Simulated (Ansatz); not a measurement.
# C3H10BNO: the cost of one run

Method: RKS PBE/def2-SVP, in Ansatz 0.2.0.

## (1) The system as given

Bond lengths (14 of 15 bonds, heavy atoms first): C1–C2 1.549 Å, C2–B3 1.588 Å, B3–O4 1.394 Å, O4–C5 1.433 Å, C5–N6 1.473 Å, C1–H7 1.077 Å, C1–H8 1.085 Å, C1–H9 1.171 Å, C2–H10 1.090 Å, C2–H11 1.096 Å, B3–H12 1.238 Å, C5–H13 1.112 Å, C5–H14 1.088 Å, N6–H15 1.070 Å. Angles (14 of 25 angles, heavy atoms first): C1–C2–B3 111.7°, C2–B3–O4 124.2°, B3–O4–C5 109.9°, O4–C5–N6 110.9°, C1–C2–H10 111.6°, C1–C2–H11 107.0°, B3–C2–H10 107.3°, B3–C2–H11 109.2°, C2–C1–H7 110.9°, C2–C1–H8 107.0°, C2–C1–H9 105.8°, C2–B3–H12 118.8°, O4–B3–H12 116.8°, O4–C5–H13 110.5°.

As a file:

```xyz
16

C     0.5690   -2.3521   -0.3246
C     1.0465   -0.9784   -0.8578
B     1.0706    0.1204    0.2883
O    -0.0504    0.5185    1.0149
C    -0.6893    1.6218    0.3611
N    -1.9026    2.0326    1.0892
H     1.2006   -2.6942    0.4782
H     0.5457   -3.0305   -1.1704
H    -0.5118   -2.1742    0.0902
H     0.3951   -0.6069   -1.6494
H     2.0633   -1.1194   -1.2429
H     2.1592    0.6003    0.6324
H    -0.0350    2.5207    0.3834
H    -0.9837    1.4082   -0.6640
H    -2.5994    1.2269    0.9932
H    -2.3007    2.8838    0.6225
```

## (2) Relaxing end A

Input file input.yaml:

```yaml
crystal:
  periodic: [false, false, false]
  atoms:
    - { symbol: C, position_ang: [0.569, -2.3521, -0.3246] }
    - { symbol: C, position_ang: [1.0465, -0.9784, -0.8578] }
    - { symbol: B, position_ang: [1.0706, 0.1204, 0.2883] }
    - { symbol: O, position_ang: [-0.0504, 0.5185, 1.0149] }
    - { symbol: C, position_ang: [-0.6893, 1.6218, 0.3611] }
    - { symbol: "N", position_ang: [-1.9026, 2.0326, 1.0892] }
    - { symbol: H, position_ang: [1.2006, -2.6942, 0.4782] }
    - { symbol: H, position_ang: [0.5457, -3.0305, -1.1704] }
    - { symbol: H, position_ang: [-0.5118, -2.1742, 0.0902] }
    - { symbol: H, position_ang: [0.3951, -0.6069, -1.6494] }
    - { symbol: H, position_ang: [2.0633, -1.1194, -1.2429] }
    - { symbol: H, position_ang: [2.1592, 0.6003, 0.6324] }
    - { symbol: H, position_ang: [-0.035, 2.5207, 0.3834] }
    - { symbol: H, position_ang: [-0.9837, 1.4082, -0.664] }
    - { symbol: H, position_ang: [-2.5994, 1.2269, 0.9932] }
    - { symbol: H, position_ang: [-2.3007, 2.8838, 0.6225] }
basis:
  gaussian: { orbitals: def2-SVP }
hamiltonian:
  xc: pbe
relax:
  f_tol: 0.015
  max_steps: 40
```

Launch:

```sh
$ ansatz run input.yaml --threads 2 --pin off --max-ram 3072MiB --backend cpu --events-out ev --progress --plain --runs-dir out
```

What time and memory should one allow on 2 threads of Arm Neoverse V1, shared host?

About 93 s, with a peak of 0.17 GiB.
